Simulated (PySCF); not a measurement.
# CH6GeS: the cost of one run

Computed with PySCF 2.14.0, with density-fitted response routines of our own, on a single molecule in the gas phase. Atoms count from 0, in the outputs and in this text.

**1. The starting structure**

9 atoms, charge 0, multiplicity 1; geometry from: GFN2-xTB. The atoms were then displaced at random by about 0.01 Å, so the start is not that level's minimum.

Bonds of the start (Å): C0–Ge1 1.94, Ge1–S2 2.20, C0–H3 1.12, C0–H4 1.09, C0–H5 1.08, Ge1–H6 1.52, Ge1–H7 1.50, S2–H8 1.31.

**2. Optimising the geometry at PBE0-D3(BJ)/def2-SVP**

The job: settings as JSON, then the geometry in Å.

```
{"job": {"xc": "PBE0", "basis": "def2-SVP", "d3": "d3bj", "grid": 1, "shake": 0.01, "kind": "geom"}, "charge": 0, "multiplicity": 1}
C     -1.203650     0.096540    -0.120730
Ge     0.593480    -0.636390    -0.051330
S      1.946330     0.745990     0.994220
H     -1.202130     1.054770    -0.691990
H     -1.591570     0.319420     0.868240
H     -1.907820    -0.570250    -0.606420
H      1.148570    -0.912400    -1.435830
H      0.668120    -1.918490     0.714590
H      1.606470     1.803670     0.295510
```

Command:

```sh
$ OMP_NUM_THREADS=1 python probes_run.py task.json out
```

This one command runs all jobs of the session in turn.

**Question.** How long does this first job take on 1 thread of Arm Neoverse N1, shared host, and how much memory does it need?

About 38 s, with a peak of 0.39 GiB.
